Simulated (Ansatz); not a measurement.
**SiGeH₂ (triplet): from Hartree-Fock to the top rungs, cc-pVDZ**

The task here is to estimate one member of a computed series from the others.

Computed with Ansatz 0.2.0, Gaussian basis. Level: cc-pVDZ, core rule «outside noble gas», up to 19 orbitals frozen.

The runs, in order: UHF; CCSD(T) on ROHF; CCSD(T) on UHF; BCCD(T) on ROHF; CISD; CCSDT(Q) on ROHF; CCSDT(Q) on UHF; CASSCF and MRCISD+Q, 10 electrons in 10 orbitals; CASSCF and NEVPT2, 10 electrons in 10 orbitals.

25 further runs of the same task are left out: 10 that didn't finish, 15 set aside as unsound or not needed.

**What is computed**

The geometry is a PBE0/def2-TZVP stationary point (not a proven minimum). No spin-orbit coupling is included. The filled d shell of Ge may be among the frozen orbitals whatever the setting's name suggests; the logs give the count.

4 atoms, charge 0, spin multiplicity 3.

Atoms are counted from 1 here; the program's logs count them from 0.

Bond lengths: Si1–Ge2 2.342 Å, Si1–H3 1.495 Å, Si1–H4 1.495 Å. Angles: Ge2–Si1–H3 127.1°, Ge2–Si1–H4 127.1°, H3–Si1–H4 105.7°.

The first run:

in.yaml

```yaml
crystal:
  periodic: [false, false, false]
  atoms:
    - {symbol: Si, position_ang: [0.000000, 0.000000, 1.638136]}
    - {symbol: Ge, position_ang: [0.000000, 0.000000, -0.703890]}
    - {symbol: H, position_ang: [0.000000, 1.191949, 2.541160]}
    - {symbol: H, position_ang: [0.000000, -1.191949, 2.541160]}
basis:
  gaussian: {orbitals: cc-pVDZ}
magnetization: {spin_polarized: true, initial_magnetization: 2}
hamiltonian: {xc: hf}
output: {orbitals: {seedname: orbitals}}
```

On the command line:

```console
> ansatz run in.yaml --threads 1 --pin off --events-out ev --progress --plain --max-ram 2393MiB
```

Among the steps run: UHF; CCSD(T) on ROHF; CCSD(T) on UHF; BCCD(T) on ROHF; CISD; CCSDT(Q) on ROHF; CCSDT(Q) on UHF; CASSCF and MRCISD+Q, 10 electrons in 10 orbitals; CASSCF and NEVPT2, 10 electrons in 10 orbitals.

One table of the session follows, with a row left open; its other results are not shown here.

| method | from UCCSDT(Q) (kJ/mol) |
| --- | --- |
| ROHF | +506.7 |
| UHF | +494.0 |
| RMP2 | +113.8 |
| UMP2 | +116.9 |
| CISD | +56.8 |
| RCCSD | +20.5 |
| UCCSD | +19.8 |
| RCCSD(T) | +4.8 |
| UCCSD(T) | ? |
| BCCD(T) | +4.7 |
| RCCSDT | +1.3 |
| UCCSDT | +0.9 |
| RCCSDT(Q) | +0.4 |
| UCCSDT(Q) | 0 |
| CASSCF valence | +340.3 |
| NEVPT2 valence | +91.9 |
| MRCISD valence | +26.7 |
| MRCISD+Q valence | +2.5 |

Q: Estimate the row for UCCSD(T) from the others.

The run gave: from UCCSDT(Q) (kJ/mol): +4.5. In the column «from UCCSDT(Q) (kJ/mol)» it lies between MRCISD+Q valence (+2.5) and BCCD(T) (+4.7).

Among the levels timed on like hardware and quicker than the yardstick, those that no quicker one beats, quickest first: CISD (2.5 s, +56.8 kJ/mol); BCCD(T) (4 s, +4.7 kJ/mol); UCCSD(T) (4.9 s, +4.5 kJ/mol); MRCISD+Q valence (11 s, +2.5 kJ/mol); RCCSDT(Q) (16 s, +0.4 kJ/mol).

With the free atoms at the same levels and basis (separate runs), the atomisation energy is 7.976 eV at UCCSDT(Q), 7.957 eV at RCCSD(T), 7.950 eV at UCCSD(T), 6.257 eV at ROHF.

Limits of these values: Of the multireference levels listed MRCISD+Q valence comes nearest in total energy (+2.5 kJ/mol), which doesn't show that its space is the better one. Restricted and unrestricted rows rest on different reference determinants; where their highest levels disagree by more than a few hundredths of an eV, they describe different states and don't form one ladder.
